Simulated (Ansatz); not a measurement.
**LiPb (Pm-3m): relaxations under a series of pressures in Python**

How does LiPb (Pm-3m) give way under pressure? The task is relaxations under a series of pressures, for LiPb (Pm-3m).

Computed with Ansatz 0.2.0 through its Python package. Level of theory: DFT r2SCAN, plane waves, PAW.

### Step 1. Starting point

The structure is cubic, space group Pm-3m (No. 221). Conventional cell: a = 3.522 Å, b = 3.522 Å, c = 3.522 Å, α = 90.00°, β = 90.00°, γ = 90.00°. Li (site symmetry m-3m) has 8 Pb at 3.05 Å as nearest neighbours. Pb (site symmetry m-3m) has 8 Li at 3.05 Å as nearest neighbours.

The script holds or builds the structure itself.

### Step 2. The code

lipb_compress.py reads:

```python
"""Volume and enthalpy of LiPb against pressure."""

import warnings

import ansatz as az
import numpy as np
from pymatgen.core import Lattice, Structure
from pymatgen.io.ase import AseAtomsAdaptor

XC = "r2scan"
SMEARING = "methfessel_paxton"
MIXING_BETA = 0.2
SCF_TOL = 1e-05

def edges_and_angles(cell):
    cell = np.asarray(cell)
    a, b, c = np.linalg.norm(cell, axis=1)
    cosines = cell[1] @ cell[2] / (b * c), cell[0] @ cell[2] / (a * c), cell[0] @ cell[1] / (a * b)
    return (a, b, c, *np.degrees(np.arccos(cosines)))

warnings.simplefilter("ignore", az.DeckWarning)

pmg_structure = Structure(
    Lattice([[3.522, 0.0, 0.0], [0.0, 3.522, 0.0], [0.0, 0.0, 3.522]]),
    ["Li", "Pb"],
    [
        [0.5, 0.5, 0.5],
        [0.0, 0.0, 0.0],
    ],
)
xtal = az.Crystal.from_ase(AseAtomsAdaptor.get_atoms(pmg_structure))

base = (
    xtal.calculation()
    .functional(XC)
    .kpoints(8, shift=0.5)
    .occupations(SMEARING)
    .mixing("broyden", beta=MIXING_BETA)
    .eigensolver("davidson", mixed_precision=False)
    .scf(tolerance=SCF_TOL)
)

# H = F + PV, with 1 GPa A^3 = 1/160.21766 eV
rows = []
for pressure in [0, 10, 20, 30, 40]:
    done = base.relax(cell=True, pressure=pressure, force_tolerance=0.001, max_steps=40, max_displacement=0.05).run(threads=1, backend="cpu")
    cell = done.lattice.cell_ang
    n_atoms = len(done.lattice.sites)
    volume = abs(np.linalg.det(cell)) / n_atoms
    enthalpy = done.report["free_energy_ev"] / n_atoms + pressure * volume / 160.21766
    rows.append((pressure, volume, enthalpy, *edges_and_angles(cell)))
    print(f"{pressure} GPa done: {volume:.4f} A^3/atom")

print(" P (GPa)  V (A^3/atom)  H (eV/atom)     a       b       c")
for row in rows:
    print("{:8.1f} {:12.4f} {:14.5f} {:7.4f} {:7.4f} {:7.4f}".format(*row[:6]))
p, v = np.array([row[0] for row in rows], float), np.array([row[1] for row in rows])
print("mean bulk modulus between rows (GPa):", np.round(-np.diff(p) / np.diff(np.log(v)), 1))
```

### Step 3. Running it

On the command line:

```sh
$ python lipb_compress.py
```

**Question.** How far does the cell shrink over this series of pressures, and what bulk modulus does the first step imply?

**Answer**, as computed:

| quantity | value |
| --- | --- |
| bulk modulus between neighbouring pressures | 55.5 to 166.1 GPa |
| runs compared | 5 |
| range of energy | 665.97 meV/atom |

**Reading.** The crystal stiffens as it is compressed. The volume falls from 22.09 Å³ an atom at 0 GPa to 14.31 at 40 GPa, by 35.2 %. Between 0 and 10 GPa, -V dP/dV is about 55 GPa, a mean over that step. In run 1, the volume grew by 1.1 % over 2 moves, and the space group stayed Pm-3m. In run 5, the volume shrank by 34.5 % over 5 moves under the 40 GPa asked, and the space group stayed Pm-3m. Notes:
- At a fixed pressure a relaxation lowers the enthalpy F + PV, while F alone can rise.
- The mesh is modest for a metal, so energies can be off by several to tens of meV an atom and pressures by half a GPa or more; differences at equal mesh fare better.
- The program warned that this SCF threshold is loose for forces or stresses.
- Spin-orbit coupling, which matters for elements this heavy, is left out.
- Symmetry holds the cell in this phase, so another phase that may be stable under pressure is not reached.
